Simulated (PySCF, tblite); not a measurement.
# C4H5F2O3 radical: geometry, infrared bands and EPR parameters

Wanted: the infrared bands and EPR parameters of C4H5F2O3 radical (`FC(F)O[C]1OCCO1`), by calculation.

Computed with tblite 0.8.0 and PySCF 2.14.0, with density-fitted response routines of our own, on a single molecule in the gas phase. Atoms are numbered from 0 throughout.

## (1) The molecule as given

14 atoms, charge 0, multiplicity 2; geometry from: force field or distance geometry start.

Bonds of the start (Å): F0–C1 1.39, C1–F2 1.39, C1–O3 1.40, O3–C4 1.43, C4–O5 1.40, O5–C6 1.39, C6–C7 1.51, C7–O8 1.40, O8–C4 1.38, C1–H9 1.13, C6–H10 1.10, C6–H11 1.11, C7–H12 1.11, C7–H13 1.11.

## (2) Optimising the geometry with GFN2-xTB

What the job is given:

```
{"job": {"kind": "relax", "xc": "GFN2-xTB", "basis": "xTB"}, "charge": 0, "multiplicity": 2}
F      2.776900    -0.901900    -1.330400
C      2.421700    -0.047100    -0.295900
F      3.302600     1.019700    -0.189800
O      1.136900     0.423100    -0.590500
C      0.354600    -0.025700     0.514600
O     -0.520900     1.009200     0.849200
C     -1.574200     0.760800    -0.030600
C     -1.736000    -0.719900     0.244900
O     -0.402900    -1.129200     0.190300
H      2.404400    -0.601700     0.689100
H     -2.490600     1.317800     0.219800
H     -1.188600     0.975100    -1.043900
H     -2.124600    -0.858100     1.280400
H     -2.360000    -1.222600    -0.529500
```

On the command line:

```console
> OMP_NUM_THREADS=1 python probes_run.py task.json out
```

One launch serves the whole session: the jobs run in the order shown.

Standard output:

```text
step      E/eV     max force
  0    -889.43881    3.065
  1    -889.77730    1.052
  2    -889.87266    0.600
  3    -889.91895    0.713
  4    -889.98691    0.880
  5    -890.05190    0.711
  6    -890.10820    0.589
  7    -890.15446    0.546
  8    -890.19072    0.543
  9    -890.21642    0.415
 10    -890.23689    0.318
 11    -890.25474    0.357
 12    -890.27463    0.519
 13    -890.29261    0.446
 14    -890.30250    0.296
 15    -890.30796    0.259
 16    -890.31285    0.290
 17    -890.31766    0.291
 18    -890.32231    0.212
 19    -890.32660    0.200
 20    -890.33101    0.246
 21    -890.33669    0.324
 22    -890.34438    0.338
 23    -890.35294    0.269
 24    -890.36060    0.230
 25    -890.36732    0.221
 26    -890.37309    0.188
 27    -890.37747    0.148
 28    -890.38069    0.126
 29    -890.38291    0.132
 30    -890.38482    0.126
 31    -890.38694    0.185
 32    -890.38981    0.171
 33    -890.39303    0.096
 34    -890.39400    0.062
 35    -890.39441    0.056
 36    -890.39480    0.044
 37    -890.39507    0.039
 38    -890.39526    0.038
 39    -890.39541    0.034
 40    -890.39558    0.034
 41    -890.39575    0.033
 42    -890.39590    0.034
 43    -890.39603    0.029
 44    -890.39616    0.028
 45    -890.39627    0.026
 46    -890.39637    0.030
 47    -890.39645    0.028
 48    -890.39655    0.033
 49    -890.39668    0.038
 50    -890.39686    0.041
 51    -890.39710    0.042
 52    -890.39750    0.061
 53    -890.39816    0.078
 54    -890.39926    0.093
 55    -890.40083    0.110
 56    -890.40296    0.135
 57    -890.40530    0.158
 58    -890.40608    0.232
 59    -890.40901    0.149
 60    -890.40231    0.321
 61    -890.40997    0.068
 62    -890.40526    0.370
 63    -890.41114    0.060
 64    -890.41166    0.059
 65    -890.41261    0.122
 66    -890.41309    0.067
 67    -890.41371    0.031
 68    -890.41413    0.027
 69    -890.41448    0.038
 70    -890.41470    0.042
 71    -890.41491    0.037
 72    -890.41505    0.031
 73    -890.41521    0.034
 74    -890.41539    0.032
 75    -890.41559    0.042
 76    -890.41577    0.043
 77    -890.41594    0.039
 78    -890.41610    0.048
 79    -890.41623    0.042
 80    -890.41641    0.036
 81    -890.41664    0.040
 82    -890.41684    0.040
 83    -890.41728    0.052
 84    -890.41779    0.065
 85    -890.41843    0.063
 86    -890.41895    0.054
 87    -890.41933    0.059
 88    -890.41962    0.040
 89    -890.41989    0.014
 90    -890.41998    0.011
 91    -890.41999    0.014
 92    -890.42002    0.016
 93    -890.42004    0.013
 94    -890.42005    0.008
```

It took 0.45 s on 1 thread of Arm Neoverse V2, shared host.

Relaxation path: (not every step is listed)

```tsv
step	energy from step 0 (eV)	largest force (eV/Å)
0	0.0000	3.0654
1	-0.3385	1.0521
2	-0.4339	0.6003
3	-0.4801	0.7131
4	-0.5481	0.8803
5	-0.6131	0.7115
6	-0.6694	0.5889
7	-0.7156	0.5463
8	-0.7519	0.5428
16	-0.8740	0.2904
24	-0.9218	0.2295
32	-0.9510	0.1715
40	-0.9568	0.0341
48	-0.9577	0.0326
56	-0.9642	0.1350
64	-0.9728	0.0587
72	-0.9762	0.0311
80	-0.9776	0.0357
88	-0.9808	0.0404
89	-0.9811	0.0144
90	-0.9812	0.0112
91	-0.9812	0.0137
92	-0.9812	0.0163
93	-0.9812	0.0128
94	-0.9812	0.0081
```

Close pairs (by a distance rule), those that changed most:

```tsv
bond	before (Å)	after (Å)	change (Å)
C1–O3	1.399	1.350	-0.049
C4–O5	1.396	1.348	-0.048
C1–F2	1.388	1.341	-0.047
O5–C6	1.395	1.429	+0.034
F0–C1	1.388	1.356	-0.033
C7–O8	1.396	1.427	+0.031
C1–H9	1.131	1.104	-0.026
C7–H13	1.114	1.091	-0.023
```

The next job starts from the end point, and lists it.

## (3) Harmonic vibrations with GFN2-xTB

What the job is given:

```
{"job": {"kind": "ir", "xc": "GFN2-xTB", "basis": "xTB"}, "charge": 0, "multiplicity": 2}
F      2.277303    -0.883104    -1.395895
C      2.397776    -0.183617    -0.240992
F      3.617820     0.371615    -0.278325
O      1.468137     0.793713    -0.175540
C      0.330834     0.515470     0.601602
O     -0.658942     1.420018     0.462235
C     -1.799041     0.751953    -0.081249
C     -1.526627    -0.728063     0.229627
O     -0.131765    -0.769441     0.525546
H      2.354664    -0.907969     0.591594
H     -2.690278     1.144505     0.406920
H     -1.845221     0.942579    -1.158836
H     -2.076779    -1.079507     1.108297
H     -1.718560    -1.388625    -0.617149
```

Standard output:

```text
mode    cm-1     km/mol
  1      24.5      2.90
  2      39.2      2.92
  3      92.7      1.90
  4     116.8      5.34
  5     180.8      2.30
  6     337.3      3.83
  7     378.4      4.77
  8     495.4     26.77
  9     538.1     22.23
 10     600.7     18.93
 11     690.9      3.61
 12     727.2     14.48
 13     863.7      1.29
 14     951.7     48.26
 15     961.2     35.14
 16     994.3    239.57
 17    1002.3     16.13
 18    1022.6     16.82
 19    1067.8    136.08
 20    1089.6     72.89
 21    1133.2    411.84
 22    1142.4    126.58
 23    1147.5    158.20
 24    1164.3     63.86
 25    1187.0    170.53
 26    1257.6     31.82
 27    1278.0     26.25
 28    1287.7     21.82
 29    1294.4     70.47
 30    1451.4      4.15
 31    1469.2      1.01
 32    2878.5     34.69
 33    2925.0     10.74
 34    2943.2     29.10
 35    2981.8     10.54
 36    3006.2      9.46
```

Run time: 0.33 s. Hardware: 1 thread of Arm Neoverse V2, shared host.

The strongest bands and the atoms that carry them (share of the mass-weighted mode):

```tsv
cm⁻¹	km/mol	atoms
994	239.6	C1 53 %, F0 26 %
1068	136.1	C1 49 %, F2 29 %
1090	72.9	C6 16 %, C7 15 %, H11 14 %, H10 13 %
1133	411.8	O3 27 %, C1 17 %, C4 16 %, H10 11 %
1142	126.6	C4 45 %
1148	158.2	H13 28 %, C1 21 %, O3 18 %
1187	170.5	C4 38 %, H11 26 %, O5 14 %
1294	70.5	H12 35 %, C4 16 %, H13 16 %, C7 13 %
```

## (4) g tensor and hyperfine couplings: B3LYP/pcH-1

Same as in step 3 but for these lines:

```diff
@@ -1,2 +1,2 @@
-{"job": {"kind": "ir", "xc": "GFN2-xTB", "basis": "xTB"}, "charge": 0, "multiplicity": 2}
+{"job": {"kind": "epr", "basis": "pcH-1"}, "charge": 0, "multiplicity": 2}
 F      2.277303    -0.883104    -1.395895
```

Method: UKS B3LYP, pcH-1 on C F H O, non-relativistic, mean-field spin-orbit, GIAO.

Standard output:

```text
UKS, coarse grid
  cycle   1  E = -580.51718006  |g| = 8.33e-01
  cycle   2  E = -580.22628096  |g| = 1.28e+00
  cycle   3  E = -580.73794860  |g| = 6.00e-02
  cycle   4  E = -580.73870363  |g| = 4.28e-02
  cycle   5  E = -580.73928385  |g| = 1.30e-02
  cycle   6  E = -580.73934286  |g| = 3.34e-03
  cycle   7  E = -580.73934866  |g| = 1.39e-03
  cycle   8  E = -580.73934877  |g| = 5.88e-04
UKS, final grid
  cycle   1  E = -580.73929239  |g| = 8.60e-04
  cycle   2  E = -580.73929192  |g| = 1.48e-03
  cycle   3  E = -580.73929263  |g| = 9.66e-05
  cycle   4  E = -580.73929264  |g| = 2.50e-05
E = -580.73929264 Eh   <S^2> = 0.7524 (exact 0.7500)
g shifts (ppm)      1          2          3
  rmc          -251       -251       -251
  gc             28         26        -14
  oz_so        -280       1339       1390
  total        -502       1114       1125
hyperfine (MHz)  atom isotope    a_iso     a_fc   dipolar eigenvalues
    0   19F      42.21      42.21    -15.39    -13.49     28.88
    1   13C      -4.18      -4.18     -2.24      0.46      1.78
    2   19F      -3.97      -3.97     -5.09     -2.53      7.62
    3   17O     -63.31     -63.31    -47.08     22.76     24.31
    4   13C     530.63     530.63    -67.55    -64.76    132.31
    5   17O     -97.19     -97.19    -27.28     13.54     13.75
    6   13C      22.07      22.07     -4.22     -3.00      7.22
    7   13C      21.57      21.57     -2.83     -2.48      5.31
    8   17O     -88.25     -88.25    -32.81     15.99     16.82
    9    1H      -0.83      -0.83     -5.01     -3.75      8.76
   10    1H      -3.17      -3.17     -3.17     -2.39      5.56
   11    1H       7.50       7.50     -3.36     -1.18      4.54
   12    1H      -0.06      -0.06     -3.00     -2.75      5.75
   13    1H       5.23       5.23     -3.06     -1.41      4.48
```

Wall time 79 s (1 thread of Arm Neoverse V2, shared host); peak memory 1 GiB.

Principal g values 2.00182, 2.00343, 2.00344; g(iso) = 2.00290, against 2.00232 for a free electron.

Hyperfine couplings; where a row names several nuclei, a(iso) is their mean (it holds for fast rotation or exchange) and the dipolar term the largest among them:

```tsv
nuclei	isotope	a(iso) (MHz)	a(iso) (G, at g = 2.0023)	largest dipolar term (MHz)
C4	13C	530.6	189.3	132.3
O5, O8	17O	-92.7	-33.1	-32.8
O3	17O	-63.3	-22.6	-47.1
C6, C7	13C	21.8	7.8	7.2
F0, F2	19F	19.1	6.8	28.9
C1	13C	-4.2	-1.5	-2.2
H10, H11, H12, H13	1H	2.4	0.8	5.8
H9	1H	-0.8	-0.3	8.8
```

Mulliken spin populations:

F0 0.00; C1 0.00; F2 0.00; O3 0.08; C4 0.76; O5 0.04; C6 0.04; C7 0.02; O8 0.05; H9 0.01; H10 0.00; H11 0.00; H12 0.00; H13 0.00

In first order the couplings over 0.8 MHz of 19F, 1H give 30 distinct lines over 17.3 G, if the averaged nuclei exchange fast; the same motion can average rows kept apart here too.

Orbitals, density, ELF and potential are computed afterwards from the orbital file.

ELF in a plane through or near 7 of the atoms.

Ten even steps from '0' (0.00) to '9' (1.00):
```
0000000000000000000000000000
0000000000000000000000000000
0000000000000000000000000000
0000000000000000000000000000
0000000000001210012200000000
0000000000003530145420000000
0000000244017873378740000000
0000000588318857438730000000
0000110699505748426300000000
0001563435403773486200000000
0002787714655441276787300000
0001765737677265636999810000
0000688506765376757999910000
0000266206871187734999700000
0000012004740189810377100000
0000000002420168710021000000
0000000000000034300000000000
0000000000000000000000000000
0000000000000000000000000000
0000000000000000000000000000
```
The map spans 12.4 Å across and 8.1 Å up, centred on the molecule. Atoms in the plane (x, y in Å): C1 (-2.4, 0.0), F2 (-3.6, -0.6), O3 (-1.4, -0.9), O5 (0.8, -1.3), C7 (1.5, 0.8), O8 (0.1, 0.8), H10 (2.8, -0.9).

log10 of the density (e/Å³) in the same plane.

Ten even steps from '0' (-4.0) to '9' (1.3):
```
0000000000000000000000000000
0000000000000000000000000000
0000000000000011222110000000
0000000111112233333321000000
0000001222234444455432100000
0000012333344555565542100000
0000123455456776677643100000
0001234666557888787653200000
0002455677657898787643210000
0014567788767787777654310000
0024788888777776777765320000
0024799877888777778775420000
0024688767887788877775420000
0013566556776679866665320000
0002344445555567755544210000
0000233334444566654433210000
0000001112333345433221000000
0000000000111223321100000000
0000000000000000000000000000
0000000000000000000000000000
```
The map spans 12.4 Å across and 8.1 Å up, centred on the molecule. Atoms in the plane (x, y in Å): C1 (-2.4, 0.0), F2 (-3.6, -0.6), O3 (-1.4, -0.9), O5 (0.8, -1.3), C7 (1.5, 0.8), O8 (0.1, 0.8), H10 (2.8, -0.9).

On the surface of density 0.002 e/bohr³ the electrostatic potential runs, from the 1st to the 99th percentile, from -1.16 V near O3 to 1.61 V near H10.

The spin density lies nearest to C4 62 %; O3 12 %; O5, O8 about 9 % each.

## (5) Results

```
                                                                  quantity                  value
                                 strongest single infrared mode (GFN2-xTB)  1133 cm⁻¹, 412 km/mol
                                              zero-point energy (GFN2-xTB)          58.2 kcal/mol
                                                            g(iso) (B3LYP)                2.00290
                                                                      ⟨S²⟩     0.752 (exact 0.75)
                                        largest a(iso) (averaged by class)   13C on C4, 530.6 MHz
potential on the surface of density 0.002 e/bohr³, 1st and 99th percentile     -1.16 V and 1.61 V
```

What this shows: The optimisation took 94 steps and gained 0.981 eV; among the close pairs (by a distance rule), C1–O3 changed most, from 1.399 to 1.350 Å. No mode is imaginary among the 36: a minimum at this level. The strongest single mode, at 1133 cm⁻¹, is carried by O3, C1, C4, H10. GFN2-xTB is a fitted tight-binding method: band positions and strengths are rough. Its intensities can rank the bands wrongly. C4 carries the largest spin population, 0.76 e. The isotropic g lies 0.6 ppt above the free-electron value. These values are for one conformer; the search (at its own cheap level) found 2 more, at 0.02, 0.14 kcal/mol (those within 0.05 may be mirror or relabelled copies), and measured spectra average over such forms.
